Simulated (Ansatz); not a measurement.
# CH₆OSeSi: up Jacob's ladder to CCSD(T)

One table from this session's results is given with a row withheld; the runs are named, their logs left out.

Method: functionals in def2-TZVPP, the program's frozen cores in correlated methods; program: Ansatz 0.2.0, Gaussian basis.

Plan: LDA (SPW92), PBE-D4, revPBE-D4, BLYP-D4, r2SCAN-D4, B97M-V, PBE0-D4, B3LYP-D4, r2SCANh-D4, r2SCAN0-D4, HSE06-D4, BHLYP-D4, CAM-B3LYP-D4, LC-ωPBE, ωB97X-V, ωB97M-V, B2PLYP, PBE-QIDH; CCSD(T)/def2-SVP; CCSD(T)/def2-TZVPP; MP2/def2-QZVPP; extrapolation to the limit; RPA on PBE.

## The geometry

The geometry comes from an earlier relaxation with PBE0-D4 in a triple-zeta def2 set; it is a stationary point, not always the lowest conformer.

SMILES `CO[SiH2][SeH]`, 10 atoms, charge 0, spin multiplicity 1.

Atoms are counted from 1 here; the program's logs count them from 0.

Bond lengths: C1–O2 1.411 Å, C1–H5 1.096 Å, C1–H6 1.096 Å, C1–H7 1.091 Å, O2–Si3 1.639 Å, Si3–Se4 2.261 Å, Si3–H8 1.487 Å, Si3–H9 1.486 Å, Se4–H10 1.469 Å. Angles: O2–C1–H5 111.3°, O2–C1–H6 111.6°, O2–C1–H7 108.1°, H5–C1–H6 108.6°, H5–C1–H7 108.5°, H6–C1–H7 108.6°, C1–O2–Si3 122.4°, O2–Si3–Se4 109.9°, O2–Si3–H8 109.0°, O2–Si3–H9 111.8°, Se4–Si3–H8 111.2°, Se4–Si3–H9 105.1°, H8–Si3–H9 109.8°, Si3–Se4–H10 92.7°.

Geometry (Å):

```
atom    x (Å)    y (Å)    z (Å)
  C1   0.4595   1.5682   0.4558
  O2   0.7084   0.2136   0.1488
 Si3  -0.4003  -0.7377  -0.5941
 Se4   0.2968  -2.8887  -0.5781
  H5   0.4311   2.1829  -0.4506
  H6  -0.4878   1.6934   0.9933
  H7   1.2698   1.9260   1.0925
  H8  -1.7069  -0.5912   0.1010
  H9  -0.5519  -0.3908  -2.0315
 H10   0.0644  -3.0268   0.8658
```

Set-up of the first run:

in.yaml

```yaml
crystal:
  periodic: [false, false, false]
  atoms:
    - {symbol: C, position_ang: [0.459479, 1.568173, 0.455758]}
    - {symbol: O, position_ang: [0.708362, 0.213620, 0.148829]}
    - {symbol: Si, position_ang: [-0.400271, -0.737659, -0.594115]}
    - {symbol: Se, position_ang: [0.296759, -2.888671, -0.578070]}
    - {symbol: H, position_ang: [0.431134, 2.182858, -0.450613]}
    - {symbol: H, position_ang: [-0.487822, 1.693410, 0.993273]}
    - {symbol: H, position_ang: [1.269786, 1.925985, 1.092508]}
    - {symbol: H, position_ang: [-1.706947, -0.591166, 0.101035]}
    - {symbol: H, position_ang: [-0.551887, -0.390809, -2.031487]}
    - {symbol: H, position_ang: [0.064408, -3.026842, 0.865782]}
basis:
  gaussian: {orbitals: def2-TZVPP}
hamiltonian: {xc: lda}
output: {orbitals: {seedname: orbitals}}
```

Among the steps run: LDA; PBE-D4 (GGA); revPBE-D4 (GGA); BLYP-D4 (GGA); r2SCAN-D4 (meta-GGA); B97M-V (meta-GGA); PBE0-D4 (hybrid); B3LYP-D4 (hybrid); r2SCANh-D4 (hybrid); r2SCAN0-D4 (hybrid); HSE06-D4 (hybrid); BHLYP-D4 (hybrid); CAM-B3LYP-D4 (range-separated); LC-ωPBE-D4 (range-separated; the results give it without D4); ωB97X-V (range-separated); ωB97M-V (range-separated); B2PLYP (double hybrid); PBE-QIDH (double hybrid).

One of the session's tables, all rows but one given; the rest of the session is left out.

It belongs to the step «Frontier levels by functional». 

```
  functional  HOMO (eV)  gap (eV)
 LDA (SPW92)      -6.18      5.24
      PBE-D4      -6.04      5.26
   revPBE-D4      -5.99      5.28
     BLYP-D4      -5.85      5.13
   r2SCAN-D4      -6.31      5.86
      B97M-V      -6.41      5.77
     PBE0-D4      -7.18      7.29
    B3LYP-D4      -6.92      6.76
  r2SCANh-D4      -6.73      6.60
  r2SCAN0-D4      -7.36      7.68
    HSE06-D4      -6.78      6.52
    BHLYP-D4          ?         ?
CAM-B3LYP-D4      -8.44      9.55
     LC-ωPBE      -9.82     12.18
     ωB97X-V      -9.48     11.66
     ωB97M-V      -9.35     11.27
```

**Question.** Estimate the row for BHLYP-D4.

Worked estimate for «HOMO (eV)». Against the share of exact exchange, BLYP-D4 (0, -5.85), B3LYP-D4 (0.2, -6.92) give a slope of -5.35 per unit share; at 0.5 the line stands at -8.52.

As computed: HOMO (eV): -8.14; gap (eV): 9.10. In «HOMO (eV)» the line misses by -0.38.
